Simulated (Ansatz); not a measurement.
# CH7NO2Zr: taking an electron away

One table from this session's results is given with a row withheld; the runs are named, their logs left out.

Method: unrestricted cation, the program's frozen cores in correlated methods; program: Ansatz 0.2.0, Gaussian basis.

The runs, in order: UKS PBE-D4/def2-TZVPP; UKS r2SCAN-D4/def2-TZVPP; UKS PBE0-D4/def2-TZVPP; UKS B3LYP-D4/def2-TZVPP; UKS wB97X-V/def2-TZVPP; UKS wB97M-V/def2-TZVPP; UKS B2PLYP/def2-TZVPP; UHF-CCSD(T)/def2-TZVPP; UHF-MP2/def2-QZVPP; extrapolation to the limit; then −ε(HOMO) from the neutral's earlier runs with LDA (SPW92), PBE-D4, revPBE-D4, BLYP-D4, r2SCAN-D4, B97M-V, PBE0-D4, B3LYP-D4, r2SCANh-D4, r2SCAN0-D4, HSE06-D4, BHLYP-D4, CAM-B3LYP-D4, LC-ωPBE, ωB97X-V, ωB97M-V.

## Structure used throughout

An earlier PBE0-D4 in a triple-zeta def2 set relaxation fixed the geometry. Zr takes the def2 core potential; no spin-orbit term is included.

SMILES `[CH3][Zr]([NH2])([OH])[OH]`, 12 atoms, charge 0, spin multiplicity 1.

Atoms are counted from 1 here; the program's logs count them from 0.

Bond lengths: C1–Zr2 2.240 Å, C1–H6 1.096 Å, C1–H7 1.097 Å, C1–H8 1.096 Å, Zr2–N3 2.037 Å, Zr2–O4 1.927 Å, Zr2–O5 1.926 Å, N3–H9 1.011 Å, N3–H10 1.011 Å, O4–H11 0.952 Å, O5–H12 0.952 Å. Angles: Zr2–C1–H6 111.5°, Zr2–C1–H7 111.0°, Zr2–C1–H8 111.4°, H6–C1–H7 107.6°, H6–C1–H8 107.5°, H7–C1–H8 107.6°, C1–Zr2–N3 105.6°, C1–Zr2–O4 105.2°, C1–Zr2–O5 105.1°, N3–Zr2–O4 109.9°, N3–Zr2–O5 109.9°, O4–Zr2–O5 120.1°, Zr2–N3–H9 125.7°, Zr2–N3–H10 125.7°, H9–N3–H10 108.5°, Zr2–O4–H11 165.6°, Zr2–O5–H12 165.9°.

Set-up of the first run:

Contents of in.yaml:

```yaml
crystal:
  periodic: [false, false, false]
  atoms:
    - {symbol: C, position_ang: [-1.367395, -0.041202, 1.164145]}
    - {symbol: Zr, position_ang: [0.234032, -0.212457, -0.392444]}
    - {symbol: N, position_ang: [1.473128, 1.372819, -0.077669]}
    - {symbol: O, position_ang: [1.156034, -1.855176, 0.011314]}
    - {symbol: O, position_ang: [-0.679105, -0.006925, -2.076201]}
    - {symbol: H, position_ang: [-1.921555, 0.898997, 1.067978]}
    - {symbol: H, position_ang: [-2.090106, -0.861796, 1.077359]}
    - {symbol: H, position_ang: [-0.947897, -0.075130, 2.175621]}
    - {symbol: H, position_ang: [1.395715, 2.278356, -0.520176]}
    - {symbol: H, position_ang: [2.300346, 1.368560, 0.503285]}
    - {symbol: H, position_ang: [1.516446, -2.736312, 0.002400]}
    - {symbol: H, position_ang: [-1.069632, -0.129734, -2.935613]}
basis:
  gaussian: {orbitals: def2-TZVPP}
total_charge: 1
magnetization: {spin_polarized: true, initial_magnetization: 1}
hamiltonian: {xc: pbe, dispersion: d4}
```

Started as:

```console
> ansatz run in.yaml --threads 2 --pin off --events-out ev --progress --plain --max-ram 22528MiB --backend cuda --devices 0, --max-vram 18GiB
```

Among the steps run: Cation, UKS PBE-D4/def2-TZVPP; Cation, UKS r2SCAN-D4/def2-TZVPP; Cation, UKS PBE0-D4/def2-TZVPP; Cation, UKS B3LYP-D4/def2-TZVPP; Cation, UKS wB97X-V/def2-TZVPP; Cation, UKS wB97M-V/def2-TZVPP; Cation, UKS B2PLYP (frozen core)/def2-TZVPP; Cation, UHF-CCSD(T)/def2-TZVPP; Cation, UHF-MP2/def2-QZVPP.

One of the session's tables, all rows but one given; the rest of the session is left out.

Orbital estimates, from the neutral's runs:

| functional | −ε(HOMO) (eV) |
| --- | --- |
| LDA (SPW92) | 5.70 |
| PBE-D4 | 5.54 |
| revPBE-D4 | 5.48 |
| BLYP-D4 | 5.42 |
| r2SCAN-D4 | 5.80 |
| B97M-V | ? |
| PBE0-D4 | 6.87 |
| B3LYP-D4 | 6.64 |
| r2SCANh-D4 | 6.30 |
| r2SCAN0-D4 | 7.05 |
| HSE06-D4 | 6.46 |
| BHLYP-D4 | 8.10 |
| CAM-B3LYP-D4 | 8.27 |
| LC-ωPBE | 9.67 |
| ωB97X-V | 9.31 |
| ωB97M-V | 9.19 |

**Question.** Estimate the row for B97M-V.

**Answer.** −ε(HOMO) (eV): 5.88. In the column «−ε(HOMO) (eV)» it lies between r2SCAN-D4 (5.80) and r2SCANh-D4 (6.30).
